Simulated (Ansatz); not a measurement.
This script drives Ansatz 0.2.0 through its Python package.

Input file `gapt3.xyz`:
```text
4
Lattice="3.90987758 0.0 0.0 0.0 3.90987758 0.0 0.0 0.0 3.90987758" Properties=species:S:1:pos:R:3 pbc="T T T"
Ga    0.00000000    0.00000000    0.00000000
Pt    0.00000000    1.95493879    1.95493879
Pt    1.95493879    1.95493879    0.00000000
Pt    1.95493879    0.00000000    1.95493879
```

`phonons_gapt3.py`
```python
# -*- coding: utf-8 -*-
"""Lattice dynamics of GaPt3 in a supercell."""

from pathlib import Path
import warnings

import ansatz as az
import numpy as np

FUNCTIONAL = "r2SCAN"
ECUT = 530
FILLING = "fermi_dirac"
SMEARING_WIDTH = 0.1
KGRID = (7, 7, 7)


def main():
    warnings.simplefilter("ignore", az.DeckWarning)

    system = az.Crystal.from_extxyz("gapt3.xyz")

    # the cell itself: zone-centre modes alone
    model = system.calculation()
    model = model.functional(FUNCTIONAL)
    model = model.pseudopotentials("paw")
    model = model.basis(ECUT)
    model = model.occupations(FILLING, width=SMEARING_WIDTH)
    model = model.kpoints(*KGRID)
    model = model.phonons("fd", supercell=1, amplitude=0.02)
    outcome = model.run(threads=1, pin="off", runs_dir="runs")
    folder = Path(outcome.output_folder) / "results"
    ph = outcome.phonons

    print("modes at Gamma (1/cm):", np.round(ph.gamma_omega_inv_cm, 1) + 0.0)
    print(f"{ph.n_members} displaced supercells, sum-rule residual {ph.asr_residual_pre_ev_ang2:.1e} eV/A^2")
    optical = np.sort(ph.gamma_omega_inv_cm)
    print("imaginary modes at Gamma:", int((optical < -10).sum()), "- highest mode", round(float(optical[-1]), 1), "1/cm")


if __name__ == "__main__":
    main()
```

It is started by `python phonons_gapt3.py`. How long does it take on 1 thread of Arm Neoverse N1, on a shared host, and how much memory does it need?

It took about 2.6 min, with a peak of 0.76 GiB, for 1 run of the engine.

```console
$ python phonons_gapt3.py
modes at Gamma (1/cm): [  0.    0.    0.   90.9  90.9  90.9 106.  106.  106.  192.8 192.8 192.8]
2 displaced supercells, sum-rule residual 6.2e-04 eV/A^2
imaginary modes at Gamma: 0 - highest mode 192.8 1/cm
```

No spin polarisation was allowed. The cell isn't relaxed first, so the values belong to this volume. For a metal this k-point mesh is coarse: on a finer one energies can move by several to tens of meV an atom and pressures by half a GPa or more, differences at one mesh by less. Spin-orbit coupling, which matters for elements this heavy, is left out. This cell is a computed structure, which may not be the phase found in nature. The structure is taken as given and the supercell is small; imaginary modes can come from an unrelaxed or unstable start. Phonons of metals also depend on mesh and smearing.
